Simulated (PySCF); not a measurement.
# C₄H₃B: geometry, NMR shifts, spin-spin couplings, electronic excitations and core binding energies

What NMR shifts, spin-spin couplings, electronic excitations and core binding energies should C₄H₃B (`BC#CC#C`) show?

Computed with PySCF 2.14.0, with density-fitted response routines of our own, on a single molecule in the gas phase. Atoms are numbered from 0 throughout.

### Step 1. The molecule as given

8 atoms, charge 0, multiplicity 1; geometry from: GFN2-xTB.

Bonds of the start (Å): B0–C1 1.49, C1–C2 1.22, C2–C3 1.35, C3–C4 1.21, B0–H5 1.17, B0–H6 1.17, C4–H7 1.05.

### Step 2. Relaxing the molecule at PBE0-D3(BJ)/def2-SVP

What the job is given:

```
{"job": {"xc": "PBE0", "basis": "def2-SVP", "d3": "d3bj", "grid": 1, "kind": "geom"}, "charge": 0, "multiplicity": 1}
B      2.316906     0.094323     0.086225
C      0.842370     0.033982     0.270526
C     -0.366705    -0.013454     0.422259
C     -1.709417    -0.067205     0.590216
C     -2.905776    -0.117108     0.739912
H      2.832243     1.129063    -0.097780
H      2.944653    -0.892789     0.127183
H     -3.945217    -0.157400     0.871729
```

**Question.** This job is followed by: GIAO PBE0/pcSseg-1 NMR shielding, non-relativistic, gas phase; B3LYP/pcJ-1 indirect spin-spin coupling, non-relativistic, gas phase; TDDFT CAM-B3LYP/def2-SVPD, vertical, gas phase, core orbitals frozen in the response; GIAO CAM-B3LYP/pcSseg-2 NMR shielding, non-relativistic, gas phase; delta-SCF UKS SCAN, pcX-2 on the ionised atom, pcseg-1 elsewhere, spin-free X2C. Predict these results of the whole session: rotational constants (main isotopes); ¹³C shifts against TMS (PBE0/pcSseg-1); ¹H shifts against TMS (PBE0/pcSseg-1, means over atoms taken as alike); ¹¹B shifts against BF3·OEt2 (PBE0/pcSseg-1); largest coupling of the table (B3LYP/pcJ-1); lowest singlet (CAM-B3LYP/def2-SVPD); brightest single state of those computed; lowest triplet; vertical ionisation energy (ΔSCF); vertical electron affinity (ΔSCF); range of the shift of C2.

**Answer**, as computed:

```
                                                              quantity                         value
                                  rotational constants (main isotopes)        229.17, 2.12, 2.10 GHz
                                ¹³C shifts against TMS (PBE0/pcSseg-1)  145.8, 106.4, 89.5, 70.1 ppm
¹H shifts against TMS (PBE0/pcSseg-1, means over atoms taken as alike)                6.72, 4.11 ppm
                           ¹¹B shifts against BF3·OEt2 (PBE0/pcSseg-1)                      68.4 ppm
                           largest coupling of the table (B3LYP/pcJ-1)       ¹J(C,H) C4–H7, 286.1 Hz
                                  lowest singlet (CAM-B3LYP/def2-SVPD)   3.08 eV (403 nm), f = 0.000
                              brightest single state of those computed   state 5, 6.47 eV, f = 0.844
                                                        lowest triplet                       2.84 eV
                                     vertical ionisation energy (ΔSCF)                       9.61 eV
                                     vertical electron affinity (ΔSCF)                       1.05 eV
                                              range of the shift of C2            145.8 to 152.7 ppm
```

In words: Relaxing lowered the energy by 0.069 eV in 3 steps; the close pair that moved most is B0–H5, from 1.171 to 1.207 Å. At PBE0/pcSseg-1: The largest span, 332 ppm, is at C1, where the paramagnetic term is -165 ppm. Of the pairs tabulated at B3LYP/pcJ-1, C4–H7 couples most strongly (286.1 Hz; Fermi contact 287.6 Hz). The first singlet state (HOMO→LUMO 0.96) lies at 3.08 eV and is dark; of the 10 states computed, the strongest absorption comes from state 5 at 6.47 eV. The lowest triplet lies 0.24 eV below the lowest singlet (triplets in Tamm-Dancoff, singlets in full TDDFT). The orbital energy would give 8.73 eV for ionisation, ΔSCF gives 9.61 eV. In ppm, C2 moves most: its shift spreads over 6.9 ppm, from 145.8 (PBE0/pcSseg-1) to 152.7 (CAM-B3LYP/pcSseg-2).
